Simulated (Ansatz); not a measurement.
Geometry optimisation, DFT PBE-D3(BJ), scalar-relativistic, plane waves, PAW in Ansatz.

Input:

```yaml
crystal:
  lattice:
    - [0.0, 5.43, 5.43]
    - [5.43, 0.0, 5.43]
    - [5.43, 5.43, 0.0]
  atoms:
    - { symbol: Si, position: [0.0, 0.0, 0.0] }
    - { symbol: Si, position: [0.125, 0.125, 0.125] }
    - { symbol: Si, position: [0.0, 0.0, 0.5] }
    - { symbol: Si, position: [0.125, 0.125, 0.625] }
    - { symbol: Si, position: [0.0, 0.5, 0.0] }
    - { symbol: Si, position: [0.125, 0.625, 0.125] }
    - { symbol: Si, position: [0.0, 0.5, 0.5] }
    - { symbol: Si, position: [0.125, 0.625, 0.625] }
    - { symbol: Si, position: [0.5, 0.0, 0.0] }
    - { symbol: Si, position: [0.625, 0.125, 0.125] }
    - { symbol: Si, position: [0.5, 0.0, 0.5] }
    - { symbol: Si, position: [0.625, 0.125, 0.625] }
    - { symbol: Si, position: [0.5, 0.5, 0.0] }
    - { symbol: Si, position: [0.625, 0.625, 0.125] }
    - { symbol: Si, position: [0.5, 0.5, 0.5] }
    - { symbol: Si, position: [0.625, 0.625, 0.625] }
    - { symbol: Co, position: [0.8158845, 0.8068824, 0.565968], spin: 1.0 }
magnetization:
  spin_polarized: true
basis:
  ecutwfc: 420.0
kpoints:
  mp_grid: { grid: [2, 2, 2] }
hamiltonian:
  xc: pbe
  dispersion: d3bj
  pseudopotentials: { kind: paw, azcp: { folder: soft_1 } }
scf:
  occupations: { method: gaussian, width: 0.05 }
  lower_state_search: "off"
relax:
  f_tol: 0.03
  max_steps: 60
  adjacent_minimum: "off"
output:
  write_density: true
  write_potential: true
  elf: true
  volumetric_format: npy
```

Command:

```bash
$ ansatz run input.yaml --threads 2 --pin off --max-ram 5120MiB --backend cpu --events-out ev --progress --plain --runs-dir out
```

Question: Where does it end, and by what steps?

Answer: The run converged. The force dipped under the threshold on the way, but the program's further checks kept it going. Limits of this set-up: coarse k mesh, a small cell, in which the defect meets its images. After 15 steps the energy has fallen by 0.425 eV; Co17 moved furthest, 0.53 Å. Joined: Si14–Co17 (3.51 → 2.72 Å).

```
step  energy less start (eV)  largest force component (eV/Å)  accepted
   0                  0.0000                           1.224       yes
   1                 -0.2195                           0.548       yes
   2                 -0.2691                           0.157       yes
   3                 -0.2822                           0.155       yes
   4                 -0.3336                           0.414       yes
   5                 -0.3837                           0.294       yes
   6                 -0.4148                           0.102       yes
   7                 -0.4145                           0.105        no
   8                 -0.4238                           0.012       yes
   9                 -0.4239                           0.005       yes
  10                 -0.4239                           0.005       yes
  11                 -0.4240                           0.024       yes
  12                 -0.4241                           0.020       yes
  13                 -0.4221                           0.066        no
  14                 -0.4245                           0.019       yes
  15                 -0.4247                           0.006       yes
```

```xyz
17
Lattice="0.0000 5.4300 5.4300 5.4300 0.0000 5.4300 5.4300 5.4300 0.0000" Properties=species:S:1:pos:R:3
Si 0.017 0.034 -0.016
Si 1.365 1.390 1.348
Si 2.726 2.709 0.002
Si 4.088 4.114 1.342
Si 2.671 0.054 2.759
Si 4.081 1.389 4.067
Si 5.426 2.707 2.703
Si 6.773 4.130 4.086
Si 0.018 2.664 2.778
Si 1.363 4.084 4.068
Si 2.701 5.431 2.726
Si 4.141 6.746 4.130
Si 2.649 2.662 5.414
Si 3.918 3.928 6.942
Si 5.304 5.253 5.550
Si 6.726 6.743 6.717
Co 7.789 7.766 8.497
```

Whether the end is a true minimum wasn't checked by a vibrational analysis.

Run time: 3.3 min on 2 threads of Arm Neoverse V1 (shared host), peak memory 0.76 GiB.
